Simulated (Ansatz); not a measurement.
# CH6AlNSi: the cost of one run

All numbers below are computed with Ansatz 0.2.0 (RKS PBE-D4/STO-3G).

**1. Starting point**

Bond lengths: C1–N2 1.447 Å, N2–Si3 1.770 Å, C1–Al4 1.997 Å, Si3–Al4 2.292 Å, C1–H5 1.164 Å, C1–H6 1.150 Å, N2–H7 1.070 Å, Si3–H8 1.420 Å, Si3–H9 1.531 Å, Al4–H10 1.525 Å. Angles (14 of 18 angles, heavy atoms first): C1–N2–Si3 97.9°, N2–C1–Al4 107.3°, N2–Si3–Al4 85.9°, C1–Al4–Si3 68.8°, C1–N2–H7 108.1°, Si3–N2–H7 106.3°, N2–C1–H5 108.9°, N2–C1–H6 111.7°, Al4–C1–H5 112.1°, Al4–C1–H6 112.1°, N2–Si3–H8 113.8°, N2–Si3–H9 110.4°, Al4–Si3–H8 116.8°, Al4–Si3–H9 112.9°.

Structure file:

```xyz
10

C    -0.6296    0.8054   -0.5233
N    -0.6312    0.5387    0.8993
Si    0.2333   -1.0049    0.8572
Al    0.4293   -0.6450   -1.3976
H    -1.7295    0.8334   -0.9024
H    -0.2107    1.8505   -0.7598
H     0.0274    1.2390    1.3693
H    -0.5544   -2.1145    1.2616
H     1.5685   -0.8888    1.5964
H     1.5800   -0.6649   -2.3976
```

**2. Relaxing the start**

File input.yaml:

```yaml
crystal:
  periodic: [false, false, false]
  atoms:
    - { symbol: C, position_ang: [-0.6296, 0.8054, -0.5233] }
    - { symbol: "N", position_ang: [-0.6312, 0.5387, 0.8993] }
    - { symbol: Si, position_ang: [0.2333, -1.0049, 0.8572] }
    - { symbol: Al, position_ang: [0.4293, -0.645, -1.3976] }
    - { symbol: H, position_ang: [-1.7295, 0.8334, -0.9024] }
    - { symbol: H, position_ang: [-0.2107, 1.8505, -0.7598] }
    - { symbol: H, position_ang: [0.0274, 1.239, 1.3693] }
    - { symbol: H, position_ang: [-0.5544, -2.1145, 1.2616] }
    - { symbol: H, position_ang: [1.5685, -0.8888, 1.5964] }
    - { symbol: H, position_ang: [1.58, -0.6649, -2.3976] }
basis:
  gaussian: { orbitals: STO-3G }
hamiltonian:
  xc: pbe
  dispersion: d4
relax:
  f_tol: 0.02
  max_steps: 40
```

The run is started by

```sh
ansatz run input.yaml --threads 1 --pin off --max-ram 2048MiB --backend cpu --events-out ev --progress --plain --runs-dir out
```

Q: Estimate wall time and peak memory on 1 thread of an x86-64 CPU, shared host.

About 20 s, with a peak of 0.15 GiB.
